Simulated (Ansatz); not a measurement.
**Al (Fm-3m): equation of state with a fit**

Where is the equilibrium volume of Al (Fm-3m), and how stiff is it? The task is an equation of state with a fit, for Al (Fm-3m).

Computed with Ansatz 0.2.0, driven from Python. Level of theory: DFT PBE, plane waves, PAW.

## 1. Starting point

Symmetry: Fm-3m, No. 225, cubic system. Conventional cell: a = 4.050 Å, b = 4.050 Å, c = 4.050 Å, α = 90.00°, β = 90.00°, γ = 90.00°. Al (site symmetry m-3m) has 12 Al at 2.86 Å as nearest neighbours.

The script holds or builds the structure itself.

## 2. The code

Contents of run_eos.py:

```python
'''Energy against volume for Al, with a fit.'''

import warnings

import ansatz
from ase.eos import EquationOfState
from ase.units import GPa
import numpy as np

vectors0 = np.array([
    [0.0, 2.024805, 2.024805],
    [2.024805, 0.0, 2.024805],
    [2.024805, 2.024805, 0.0],
])
sites = [
    ('Al', (0.0, 0.0, 0.0)),
]


def build(cell):
    crystal = ansatz.Crystal(lattice=ansatz.Lattice.of(cell))
    for symbol, position in sites:
        crystal = crystal.atom(symbol, position)
    return crystal


def main() -> None:
    warnings.simplefilter('ignore', ansatz.DeckWarning)

    # scale the volume, keep shape and fractions
    volumes, energies, pressures = [], [], []
    for scale in np.linspace(0.9, 1.1, 9):
        cell = vectors0 * scale ** (1 / 3)
        setup = (
            build(cell).calculation()
            .functional('PBE')
            .pseudopotentials('paw')
            .occupations('gaussian', width=0.1)
            .basis(500)
            .kpoints(10, 10, 10)
            .stress()
        )
        data = setup.run(threads=1, backend='cpu').report
        volumes.append(abs(np.linalg.det(cell)) / len(sites))
        energies.append(data['free_energy_ev'] / len(sites))
        pressures.append(np.trace(data['stress_gpa']) / 3)
        print(f'V = {volumes[-1]:8.4f} A^3/atom  F = {energies[-1]:.5f} eV/atom  P = {pressures[-1]:8.3f} GPa')

    eos = EquationOfState(volumes, energies, eos='vinet')
    v0, e0, bulk = eos.fit()
    print(f'V0 = {v0:.4f} A^3/atom, E0 = {e0:.5f} eV/atom, B = {bulk / GPa:.1f} GPa')


if __name__ == '__main__':
    main()
```

## 3. The calls as engine input

The package turns the script's settings into the engine's input (first run):

```yaml
crystal:
  lattice:
    - [0.0, 1.9549277333964024, 1.9549277333964024]
    - [1.9549277333964024, 0.0, 1.9549277333964024]
    - [1.9549277333964024, 1.9549277333964024, 0.0]
  atoms:
    - { symbol: Al, position: [0.0, 0.0, 0.0] }
basis:
  ecutwfc: 500.0
kpoints:
  mp_grid:
    grid: [10, 10, 10]
hamiltonian:
  xc: pbe
  pseudopotentials:
    kind: paw
scf:
  occupations:
    method: gaussian
    width: 0.1
output:
  stress: true
```

## 4. Running it

The run is started by

```bash
> python run_eos.py
```

**Question.** Estimate the equilibrium volume and the bulk modulus.

The runs gave:

```
                      quantity           value
                 runs compared               9
               range of energy  38.12 meV/atom
lowest point, volume (Å³/atom)          16.603
      equilibrium volume (fit)   16.47 Å³/atom
            bulk modulus (fit)          71 GPa
```

In words: A third-order Birch-Murnaghan fit through the 9 points (the script's own form differs a little) has its minimum at 16.47 Å³ an atom, 0.8 % below the typed cell, with a bulk modulus of 71 GPa. From that minimum the energy rises by 38.4 meV an atom on the compressed side and 35.0 meV on the expanded side. Caveats:
- The mesh is modest for a metal, so energies can be off by several to tens of meV an atom and pressures by half a GPa or more; differences at equal mesh fare better.
- Pressure is positive in compression.
